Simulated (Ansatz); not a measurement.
# BFH4OSi: the cost of one run

Program: Ansatz 0.2.0. Level of theory: RKS PBE0-D4/def2-SVPD. These are calculated values, not measurements.

## (1) The structure to begin with

Bond lengths: B1–O2 1.429 Å, O2–Si3 1.697 Å, Si3–F4 1.679 Å, B1–H5 1.230 Å, B1–H6 1.205 Å, Si3–H7 1.527 Å, Si3–H8 1.461 Å. Angles: B1–O2–Si3 103.4°, O2–B1–H5 120.1°, O2–B1–H6 122.7°, H5–B1–H6 116.1°, O2–Si3–F4 113.7°, O2–Si3–H7 111.1°, O2–Si3–H8 111.0°, F4–Si3–H7 106.4°, F4–Si3–H8 109.6°, H7–Si3–H8 104.7°.

As a file:

```xyz
8

B    -0.6872    1.1949   -0.1842
O    -0.9459    0.0050    0.5632
Si    0.4119   -0.9627    0.2452
F     0.5319   -1.4501   -1.3575
H    -1.1481    1.3249   -1.3167
H    -0.2092    2.1839    0.3107
H     1.7049   -0.2171    0.5671
H     0.4338   -2.1359    1.1163
```

## (2) End point A

File input.yaml:

```yaml
crystal:
  periodic: [false, false, false]
  atoms:
    - { symbol: B, position_ang: [-0.6872, 1.1949, -0.1842] }
    - { symbol: O, position_ang: [-0.9459, 0.005, 0.5632] }
    - { symbol: Si, position_ang: [0.4119, -0.9627, 0.2452] }
    - { symbol: F, position_ang: [0.5319, -1.4501, -1.3575] }
    - { symbol: H, position_ang: [-1.1481, 1.3249, -1.3167] }
    - { symbol: H, position_ang: [-0.2092, 2.1839, 0.3107] }
    - { symbol: H, position_ang: [1.7049, -0.2171, 0.5671] }
    - { symbol: H, position_ang: [0.4338, -2.1359, 1.1163] }
basis:
  gaussian: { orbitals: def2-SVPD }
hamiltonian:
  xc: pbe0
  dispersion: d4
relax:
  f_tol: 0.02
  max_steps: 50
```

Started as:

```
$ ansatz run input.yaml --threads 2 --pin off --max-ram 3072MiB --backend cpu --events-out ev --progress --plain --runs-dir out
```

**Question.** How long does this run take on 2 threads of Arm Neoverse V1, shared host, and how much memory does it need?

About 60 s, with a peak of 0.23 GiB.
